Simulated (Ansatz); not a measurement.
# FH4OSiSn: the cost of one run

Program: Ansatz 0.2.0, Gaussian basis. Level of theory: the settings change from run to run. These are calculated values, not measurements.

## 1. The molecule

An earlier PBE0-D4 in a triple-zeta def2 set relaxation fixed the geometry. Sn takes a core potential in def2 sets; no spin-orbit term is included.

SMILES `[F][SnH][O][SiH3]`, 8 atoms, charge 0, spin multiplicity 2.

Atoms are counted from 1 here; the program's logs count them from 0.

Bond lengths: F1–Sn2 1.929 Å, Sn2–O3 1.951 Å, Sn2–H5 1.742 Å, O3–Si4 1.640 Å, Si4–H6 1.486 Å, Si4–H7 1.486 Å, Si4–H8 1.490 Å. Angles: F1–Sn2–O3 102.1°, F1–Sn2–H5 106.1°, O3–Sn2–H5 105.6°, Sn2–O3–Si4 137.7°, O3–Si4–H6 108.6°, O3–Si4–H7 110.5°, O3–Si4–H8 111.0°, H6–Si4–H7 109.2°, H6–Si4–H8 108.8°, H7–Si4–H8 108.7°.

## 2. wB97X-V/def2-TZVPD

Options: charge +1, multiplicity 1, high accuracy.

in.yaml

```yaml
crystal:
  periodic: [false, false, false]
  atoms:
    - {symbol: F, position_ang: [-1.607295, 1.731735, 1.020337]}
    - {symbol: Sn, position_ang: [-0.420697, 1.874538, -0.493479]}
    - {symbol: O, position_ang: [0.210005, 0.039323, -0.694426]}
    - {symbol: Si, position_ang: [0.713760, -1.182680, 0.276906]}
    - {symbol: H, position_ang: [-1.435740, 2.176269, -1.877067]}
    - {symbol: H, position_ang: [1.729066, -1.982093, -0.456731]}
    - {symbol: H, position_ang: [-0.427240, -2.061325, 0.643633]}
    - {symbol: H, position_ang: [1.330340, -0.652868, 1.525026]}
basis:
  gaussian: {orbitals: def2-TZVPD}
total_charge: 1
hamiltonian: {xc: {name: wB97X-V}}
accuracy: high
output: {forces: true}
```

The run is started by

```bash
ansatz run in.yaml --threads 4 --pin off --events-out ev --progress --plain --max-ram 10444MiB
```

Q: Estimate wall time and peak memory on 4 threads of Intel Xeon 6975P-C, shared host.

About 23 s, with a peak of 1.8 GiB.
